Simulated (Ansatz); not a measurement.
# ScTaN in Ansatz: the effect of Hubbard term

ScTaN:

```
CELL_PARAMETERS angstrom
3.08507 0.00000 0.00000
-1.54253 2.67175 0.00000
0.00000 0.00000 10.34014
ATOMIC_POSITIONS crystal
Ta 0.33333 0.66667 0.24563
Ta 0.66667 0.33333 0.75437
Sc 0.00000 0.00000 0.00000
Sc 0.00000 0.00000 0.50000
N 0.33333 0.66667 0.62984
N 0.66667 0.33333 0.37016
```

The cell comes from a database or a generator and needn't be the stable form of this composition.

Alike in all runs:

* Program: Ansatz 0.2.0
* Task: band structure
* Functional: r2SCAN
* Potentials or basis: Ansatz PAW
* Cutoff: 500 eV (not typed: the program's choice for these potentials)
* k mesh: 10 × 10 × 3
* Occupations: fermi-dirac, width 0.05 eV
* Spin: no spin polarisation
* Path: [["G", "M", "K", "G", "A", "L", "H", "A"], ["L", "M"], ["K", "H"]]
* Points for each segment of the path: 14
* Hubbard projectors: ortho-atomic (the default)
* Double counting: fll (the default)

One run gave: pressure -2.5 GPa; largest force 0.13 eV/Å. Which Hubbard term did it use?
A. Sc d U = 8 eV, Ta d U = 8 eV
B. Sc d U = 6 eV, Ta d U = 6 eV
C. Sc d U = 4 eV, Ta d U = 4 eV
D. Sc d U = 5 eV, Ta d U = 5 eV
E. none

E.

| Hubbard term | pressure (GPa) | largest force (eV/Å) |
| --- | --- | --- |
| none | -2.5 | 0.13 |
| Sc d U = 1 eV, Ta d U = 1 eV | -1.1 | 0.19 |
| Sc d U = 2 eV, Ta d U = 2 eV | 0.6 | 0.27 |
| Sc d U = 3 eV, Ta d U = 3 eV | 2.4 | 0.34 |
| Sc d U = 4 eV, Ta d U = 4 eV | 4.8 | 0.40 |
| Sc d U = 5 eV, Ta d U = 5 eV | 7.9 | 0.46 |
| Sc d U = 6 eV, Ta d U = 6 eV | 11.3 | 0.52 |
| Sc d U = 8 eV, Ta d U = 8 eV | 18.5 | 0.70 |

Caveats: the PAW data sets come from PBE, with cores solved anew for the run's functional, which leaves a small shift of forces and pressure; U without spin polarisation on a metal has little footing (some runs).
